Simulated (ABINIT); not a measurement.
Input of an ABINIT 10.8.3 (patched build) run:

File run.abi:

```
# Pseudopotentials
pp_dirpath "./"
pseudos "Cr.LDA_PW-JTH.xml, I.LDA_PW-JTH.xml"

# Structure
acell 9.0494259793 9.0494226422 9.960897581
rprim
     1.0000000000     0.0000000000     0.0000000000
    -0.4999991403     0.8660259001     0.0000000000
     0.0000000000     0.0000000000     1.0000000000
ntypat 2
znucl 24 53
natom 2
typat 1 2
xred
     0.0000000000     0.0000000000     0.5000000000
     0.0000000000     0.0000000000     0.0000000000

# Plane-wave basis
ecut 625.861884 eV
pawecutdg 45.0

# k points
kptopt 1
ngkpt 5 5 4
nshiftk 1
shiftk 0.0 0.0 0.0

# Exchange and correlation
ixc 7

# Bands and occupations
nband 16
occopt 3
tsmear 0.05 eV

# Spin
nsppol 2
spinat
     0.0000000000     0.0000000000     3.0000000000
     0.0000000000     0.0000000000     0.0000000000

# DFT+U
usepawu 4
lpawu 2 -1
upawu 6.2 0.0 eV
jpawu 0.0 0.0 eV

# SCF cycle
nstep 100
tolvrs 1.0e-9

# Output
iomode 3
prtwf 0
prtden 0
prteig 0
prtebands 0
enunit 2
```

Potentials or basis: JTH PAW LDA v2.0.

Launch:

```console
$ abinit run.abi > log 2>&1
```

(1) What does it give for the site moments?

(2) Estimate the band gap on the k mesh.

(3) Estimate the net moment.

(4) Predict the pressure.

## Answers

(1) Cr +3.62; I +0.04 μB.

(2) none (metal or under the smearing width).

(3) 4.41 μB per cell.

(4) -1.5 GPa.
